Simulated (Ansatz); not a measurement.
# Mn4Ga: the cost of one run

Computed with Ansatz 0.2.0 (DFT PBE, scalar-relativistic, plane waves, PAW, unless a step's input says otherwise).

2 further runs of the same task are left out: 2 that didn't finish.

### 1 The system as given

It takes space group R-3m (No. 166, trigonal). Conventional cell: a = 2.562 Å, b = 2.562 Å, c = 30.650 Å, α = 90.00°, β = 90.00°, γ = 120.00°. Mn (site symmetry 3m) is surrounded by 9 Mn at 2.40 to 2.56 Å and 3 Ga at 2.62 Å. Around Mn (site symmetry 3m) lie 12 Mn at 2.40 to 2.58 Å. Ga (site symmetry -3m) is surrounded by 6 Ga at 2.56 Å and 6 Mn at 2.62 Å.

Coordinates:

```cif
data_structure
_symmetry_space_group_name_H-M 'P 1'
_symmetry_Int_Tables_number 1
_cell_length_a 10.3232
_cell_length_b 10.3232
_cell_length_c 10.3232
_cell_angle_alpha 14.255
_cell_angle_beta 14.255
_cell_angle_gamma 14.255
_cell_volume 58.06
loop_
_atom_site_label
_atom_site_type_symbol
_atom_site_fract_x
_atom_site_fract_y
_atom_site_fract_z
_atom_site_occupancy
Mn1 Mn 0.59617 0.59617 0.59617 1
Mn2 Mn 0.20112 0.20112 0.20112 1
Mn3 Mn 0.79888 0.79888 0.79888 1
Mn4 Mn 0.40383 0.40383 0.40383 1
Ga1 Ga 0.00000 0.00000 0.00000 1
```

The structure comes from the Materials Project (structure only).

(A quick probe on a coarse mesh, which set the mesh and smearing, is not shown.)

### 3 The relaxation

File input.yaml:

```yaml
crystal:
  lattice:
    - [1.2808631229, 0.7395066688, 10.2167476397]
    - [-1.2808631229, 0.7395066688, 10.2167476397]
    - [0.0, -1.4790133376, 10.2167476397]
  atoms:
    - { symbol: Mn, position: [0.596172, 0.596172, 0.596172] }
    - { symbol: Mn, position: [0.20112033, 0.20112033, 0.20112033] }
    - { symbol: Mn, position: [0.79887967, 0.79887967, 0.79887967] }
    - { symbol: Mn, position: [0.403828, 0.403828, 0.403828] }
    - { symbol: Ga, position: [0.0, 0.0, 0.0] }
basis:
  ecutwfc: 420
kpoints:
  mp_grid: { grid: [18, 18, 18] }
hamiltonian:
  xc: pbe
scf:
  occupations: { method: gaussian, width: 0.1 }
output:
  forces: true
  stress: true
  eigenvalues: true
  write_density: true
  write_potential: true
  elf: true
  volumetric_format: npy
relax:
  adjacent_minimum: "off"
  f_tol: 0.005
  max_steps: 80
  cell: { stress_tol: 0.05 }
```

Run with:

```
$ ansatz run input.yaml --threads 2 --pin off --max-ram 5120MiB --backend cpu --events-out ev --progress --plain --runs-dir out
```

Q: Estimate wall time and peak memory on 2 threads of Intel Xeon 6975P-C (Granite Rapids), shared host.

About 1.8 min, with a peak of 1.3 GiB.
